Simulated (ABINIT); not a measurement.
Crystal: VWC2.

```
W V C
1.0
     1.51704    0.87586    4.93389
    -1.51704    0.87586    4.93389
     0.00000   -1.75173    4.93389
W V C
1 1 2
Direct
  0.00000 0.00000 0.00000
  0.50000 0.50000 0.50000
  0.24649 0.24649 0.24649
  0.75351 0.75351 0.75351
```

The cell comes from a database or a generator and needn't be the stable form of this composition.

Base run:

| Item | Value |
| --- | --- |
| Program | ABINIT 10.8.3 (patched build) |
| Functional | PBEsol |
| Potentials or basis | JTH PAW PBE v2.0 |
| Cutoff | 517 eV |
| k mesh | 10 × 10 × 10 |
| Occupations | fermi-dirac, width 0.05 eV |
| Spin | collinear spin, ferromagnetic start |
| Starting moments | [0.0, 2.0, 0.0, 0.0] μB |

Its results: band gap on the k mesh none (metal or under the smearing width); pressure -9.3 GPa; net moment 0.00 μB per cell; largest force 0.119 eV/Å.

Task: The run is repeated on the same cell with these changes: functional from PBEsol to PBE; k mesh from 10 × 10 × 10 to 8 × 8 × 8. What comes out?

Result: Band gap on the k mesh none (metal or under the smearing width); pressure -1.2 GPa; net moment 0.00 μB per cell; largest force 0.098 eV/Å.

Several settings changed at once, so the effect can't be laid on one alone.

Caveats: the PAW data sets were made with another functional, which shifts forces and pressure a little (some runs).

Not every run made on this cell is shown here.
